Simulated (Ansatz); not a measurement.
**FGeH₅OSi: small, medium and large basis sets**

One table from this session's results is given with a row withheld; the runs are named, their logs left out.

Method: one geometry, several basis sets; program: Ansatz 0.2.0, Gaussian basis.

Levels to be run: PBE0-D4/def2-SVP; ωB97M-V/def2-SVP; PBE0-D4/def2-QZVPP; ωB97M-V/def2-QZVPP; the functionals' def2-TZVPP values are taken from earlier runs.

## The relaxed structure

An earlier PBE0-D4 in a triple-zeta def2 set relaxation fixed the geometry.

SMILES `[F][GeH2][O][SiH3]`, 9 atoms, charge 0, spin multiplicity 1.

Atoms are counted from 1 here; the program's logs count them from 0.

Bond lengths: F1–Ge2 1.735 Å, Ge2–O3 1.752 Å, Ge2–H5 1.527 Å, Ge2–H6 1.532 Å, O3–Si4 1.642 Å, Si4–H7 1.484 Å, Si4–H8 1.489 Å, Si4–H9 1.484 Å. Angles: F1–Ge2–O3 106.4°, F1–Ge2–H5 107.6°, F1–Ge2–H6 106.3°, O3–Ge2–H5 107.7°, O3–Ge2–H6 110.5°, H5–Ge2–H6 117.7°, Ge2–O3–Si4 135.5°, O3–Si4–H7 110.6°, O3–Si4–H8 110.4°, O3–Si4–H9 107.8°, H7–Si4–H8 109.0°, H7–Si4–H9 109.6°, H8–Si4–H9 109.5°.

Set-up of the first run:

in.yaml reads:

```yaml
crystal:
  periodic: [false, false, false]
  atoms:
    - {symbol: F, position_ang: [-0.320911, 2.199133, -0.801381]}
    - {symbol: Ge, position_ang: [-0.724872, 0.581818, -1.283446]}
    - {symbol: O, position_ang: [0.362889, -0.480198, -0.412549]}
    - {symbol: Si, position_ang: [0.750163, -0.722654, 1.165069]}
    - {symbol: H, position_ang: [-0.409385, 0.450237, -2.771802]}
    - {symbol: H, position_ang: [-2.172191, 0.349376, -0.838512]}
    - {symbol: H, position_ang: [1.861370, 0.172714, 1.573593]}
    - {symbol: H, position_ang: [-0.429460, -0.459387, 2.034885]}
    - {symbol: H, position_ang: [1.170797, -2.137238, 1.317144]}
basis:
  gaussian: {orbitals: def2-SVP}
hamiltonian: {xc: pbe0, dispersion: d4}
output: {orbitals: {seedname: orbitals}}
```

Steps of the session up to this table: PBE0-D4 in def2-SVP; ωB97M-V in def2-SVP; PBE0-D4 in def2-QZVPP; ωB97M-V in def2-QZVPP.

One table of the session follows, with a row left open; its other results are not shown here.

It belongs to the step «Density functionals: the series». 

```
functional       basis  HOMO (eV)  LUMO (eV)
   PBE0-D4    def2-SVP      -8.79       0.29
   PBE0-D4  def2-TZVPP      -8.86      -0.14
   PBE0-D4  def2-QZVPP      -8.88      -0.31
   ωB97M-V    def2-SVP          ?          ?
   ωB97M-V  def2-TZVPP     -11.16       1.61
   ωB97M-V  def2-QZVPP     -11.18       1.25
```

Q: Estimate the row for ωB97M-V, def2-SVP from the others.

As computed: HOMO (eV): -11.04; LUMO (eV): 2.23. In the column «HOMO (eV)» it lies between ωB97M-V, def2-TZVPP (-11.16) and PBE0-D4, def2-QZVPP (-8.88).
